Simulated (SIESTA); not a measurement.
Slab: Te2MoW2Se4, a slab with vacuum.

```xyz
9
Lattice="3.3923 0.0000 0.0000 -1.6961 2.9378 0.0000 0.0000 0.0000 31.4744" Properties=species:S:1:pos:R:3 pbc="T T T"
W     1.6961    0.9793    7.2816
W     1.6961    0.9793   24.1928
Te    1.6961    0.9793   29.5980
Te    1.6961    0.9793    1.8764
Mo    0.0000    0.0000    0.0000
Se    0.0000    0.0000    8.9389
Se    0.0000    0.0000   25.8515
Se    0.0000    0.0000    5.6229
Se    0.0000    0.0000   22.5356
```

- Program: SIESTA 5.4.2
- Task: single point
- Functional: PBEsol
- Potentials or basis: PseudoDojo 0.4 standard (PBEsol files)
- Basis: DZP (energy shift 0.003 Ry; two zetas on semicore shells)
- Grid cutoff: 800 Ry
- Energy shift: 0.003 Ry
- k mesh: 9 × 9 × 1
- Occupations: fermi-dirac, width 0.05 eV
- Spin: no spin polarisation

On this cell: largest force 0.397 eV/Å; band gap on the k mesh 0.63 eV, indirect (least direct gap 0.67 eV).

The same run follows on a disturbed copy (atoms moved at random, drawn with an rms of 0.05 Å):

```xyz
9
Lattice="3.3923 0.0000 0.0000 -1.6961 2.9378 0.0000 0.0000 0.0000 31.4744" Properties=species:S:1:pos:R:3 pbc="T T T"
W     1.6709    1.0175    7.2808
W     1.7275    0.9637   24.1806
Te    1.6794    0.9742   29.6271
Te    1.7301    0.9674    1.8864
Mo    0.0462    0.0085    0.0062
Se   -0.0250   -0.0346    8.8952
Se   -0.0222   -0.0149   25.8750
Se    0.0001   -0.0171    5.6439
Se    0.0210    0.0170   22.5435
```

What does the disturbed cell give?

The energy moves by +14.6 meV/atom; largest force 1.368 eV/Å; band gap on the k mesh 0.52 eV, indirect (least direct gap 0.56 eV).

Forces on the atoms (eV/Å):
```
W    0.226 -1.211 -0.386
W   -0.520  0.302  0.817
Te   0.460  0.124 -0.445
Te   0.096  0.133  0.100
Mo  -0.560 -0.260  0.343
Se  -0.017  0.710  1.169
Se   0.414 -0.024 -0.094
Se  -0.205  0.505 -0.885
Se   0.105 -0.277 -0.619
```

Stress tensor (GPa, compression positive):
```
-0.28  0.11  0.10
 0.11  0.04  0.38
 0.10  0.38  1.89
```

Caveats: short orbitals over semicore shells can move pressures by several GPa; spin-orbit coupling is left out, which moves the levels of the heavy elements; the basis of atomic orbitals isn't converged, which shifts pressures, moduli and gaps.

A k mesh can miss the band edges.
